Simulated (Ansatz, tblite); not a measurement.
# The cluster PbO4: rung by rung

Aim: run the singlet of the cluster PbO4 at one geometry on many levels, and compare frontier levels, spin and run time.

Computed with Ansatz 0.2.0, Gaussian basis. Level: as each input shows.

The runs, in order: GFN1-xTB, GFN2-xTB, PBE-D4/def2-TZVP, r2SCAN-D4/def2-TZVP, ωB97M-V/def2-TZVP, LC-ωPBE/def2-TZVP, PBE+10HF/def2-SVP, PBE+15HF/def2-SVP, PBE+40HF/def2-SVP, PBE-D4/def2-SVP, PBE0-D4/def2-SVP, PBE0-D4/def2-TZVPD, PBE-D4/def2-TZVPD, r2SCAN-D4/def2-TZVPD, CCSD(T)/def2-TZVPP, MP2/def2-TZVP, RPA/def2-TZVP.

4 further runs of the same task are left out: 4 set aside as unsound or not needed.

## 1. The structure

The singlet was relaxed beforehand with PBE-D4/def2-SVP. At that level it is the lowest of the isomers that a small search found.

5 atoms, charge 0, spin multiplicity 1.

Bond lengths: Pb1–O2 2.181 Å, Pb1–O3 2.181 Å, O2–O4 1.521 Å, O3–O5 1.521 Å, O4–O5 1.325 Å. Angles: O2–Pb1–O3 82.3°, Pb1–O2–O4 100.2°, Pb1–O3–O5 100.2°, O2–O4–O5 108.4°, O3–O5–O4 108.4°.

Pb takes a core potential in the def2 sets. No spin-orbit coupling is included.

PBE0-D4/def2-TZVP was run before; its log isn't repeated, and its numbers join the tables.

## 2. GFN1-xTB

Tight binding, by tblite at 300 K electronic temperature and without a spin-polarisation term:

```python
tblite.interface.Calculator('GFN1-xTB', numbers, positions, charge=0, uhf=0).singlepoint()
```

Energy -547.9972 eV, HOMO -11.75 eV, LUMO -8.91 eV; 0.002 s.

## 3. GFN2-xTB

Tight binding, by tblite at 300 K electronic temperature and without a spin-polarisation term:

```python
tblite.interface.Calculator('GFN2-xTB', numbers, positions, charge=0, uhf=0).singlepoint()
```

Energy -498.7842 eV, HOMO -11.24 eV, LUMO -8.65 eV; 0.002 s.

## 4. PBE-D4/def2-TZVP

start.molden holds the orbitals of an earlier run on this state, given as this run's starting guess.

Contents of in.yaml:

```yaml
crystal:
  periodic: [false, false, false]
  atoms:
    - {symbol: Pb, position_ang: [-0.917354, 0.399675, 1.465616]}
    - {symbol: O, position_ang: [-0.989383, 0.801202, -0.677317]}
    - {symbol: O, position_ang: [0.852373, -0.741642, 0.896127]}
    - {symbol: O, position_ang: [-0.038480, -0.271647, -1.184851]}
    - {symbol: O, position_ang: [1.092843, -0.187587, -0.499574]}
basis:
  gaussian: {orbitals: def2-TZVP, initial_orbitals: start.molden}
hamiltonian: {xc: pbe, dispersion: d4}
scf: {omitted_lower_state_checks: [starts]}
output: {orbitals: {seedname: orbitals}}
```

Run with:

```sh
$ ansatz run in.yaml --threads 4 --pin off --events-out ev --progress --plain --max-ram 4787MiB
```

After this run come: r2SCAN-D4/def2-TZVP; ωB97M-V/def2-TZVP; LC-ωPBE/def2-TZVP; PBE+10HF/def2-SVP; PBE+15HF/def2-SVP; PBE+40HF/def2-SVP; PBE-D4/def2-SVP; PBE0-D4/def2-SVP; PBE0-D4/def2-TZVPD; PBE-D4/def2-TZVPD; r2SCAN-D4/def2-TZVPD; CCSD(T)/def2-TZVPP; MP2/def2-TZVP; RPA/def2-TZVP.

**Question.** What will the summary of the whole plan be? Wanted: gap in def2-TZVP, named functionals, smallest and largest; gap over the share of exact exchange; correlation energy, CCSD(T)/def2-TZVPP; correlation energy, MP2/def2-TZVP; binding an atom, functionals in def2-TZVP; PBE0 total energy, smallest basis above largest.

The runs gave:

| quantity | value |
| --- | --- |
| gap in def2-TZVP, named functionals, smallest and largest | 2.18 eV (PBE-D4), 8.89 eV (LC-ωPBE) |
| gap over the share of exact exchange | 2.12 eV at 0, 5.50 eV at 0.4 |
| correlation energy, CCSD(T)/def2-TZVPP | -37.82 eV |
| correlation energy, MP2/def2-TZVP | -37.17 eV |
| binding an atom, functionals in def2-TZVP | 2.43 (LC-ωPBE) to 3.01 eV (PBE-D4) |
| PBE0 total energy, smallest basis above largest | 10.51 eV (def2-SVP, def2-TZVPD) |

What this shows: Orbital gaps of the named functionals in def2-TZVP span 2.18 eV (PBE-D4) to 8.89 eV (LC-ωPBE); exact exchange widens it. Raising the share of exact exchange from 0 to 0.4 moves the HOMO by -2.54 eV and the LUMO by +0.84 eV. Notes on CCSD(T)/def2-TZVPP: large T1 diagnostic.
